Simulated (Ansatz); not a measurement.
# Ni: the cost of one run

Computed with Ansatz 0.2.0 (DFT LDA, PAW, plane waves, scalar-relativistic, unless a step's input says otherwise).

## Step 1: The system as given

The structure is cubic, space group Fm-3m (No. 225). The conventional cell has a = 3.536 Å, b = 3.536 Å, c = 3.536 Å, α = 90.00°, β = 90.00°, γ = 90.00°. Ni (site symmetry m-3m) is surrounded by 12 Ni at 2.50 Å.

Structure file:

```cif
data_structure
_symmetry_space_group_name_H-M 'Fm-3m'
_symmetry_Int_Tables_number 225
_cell_length_a 3.5359
_cell_length_b 3.5359
_cell_length_c 3.5359
_cell_angle_alpha 90.000
_cell_angle_beta 90.000
_cell_angle_gamma 90.000
_cell_volume 44.21
loop_
_atom_site_label
_atom_site_type_symbol
_atom_site_symmetry_multiplicity
_atom_site_Wyckoff_symbol
_atom_site_fract_x
_atom_site_fract_y
_atom_site_fract_z
_atom_site_occupancy
Ni1 Ni 4 a 0.00000 0.00000 0.00000 1
```

In tables a label like Ni2 counts atoms in the order of input.yaml; a structure file may count by element.

Planned first: parallel moments, plain SCF; opposed moments +-, plain SCF; no spin polarisation; spin on, no moments given (the program may seed its own), plain SCF. What is tried next depends on their ends.

“Plain SCF” means no search for lower states. 

Moments by site are taken inside atomic spheres; the rest lies between them.

## Step 2: Parallel moments, plain SCF

File input.yaml:

```yaml
crystal:
  lattice:
    - [0.0, -1.76795, -1.76795]
    - [-3.5359, -1.76795, -1.76795]
    - [0.0, 1.76795, -1.76795]
  atoms:
    - { symbol: Ni, position: [0.0, 0.0, 0.0], spin: 2.0 }
    - { symbol: Ni, position: [0.0, 0.5, 0.5], spin: 2.0 }
magnetization:
  spin_polarized: true
hamiltonian:
  xc: lda
  pseudopotentials: { kind: paw }
basis:
  ecutwfc: 420
kpoints:
  mp_grid: { grid: [14, 8, 11] }
scf:
  occupations: { method: gaussian, width: 0.1 }
  lower_state_search: "off"
output:
  forces: true
  stress: true
```

Q: Estimate wall time and peak memory on 2 threads of an x86-64 CPU, shared host.

About 9.7 s, with a peak of 0.55 GiB.
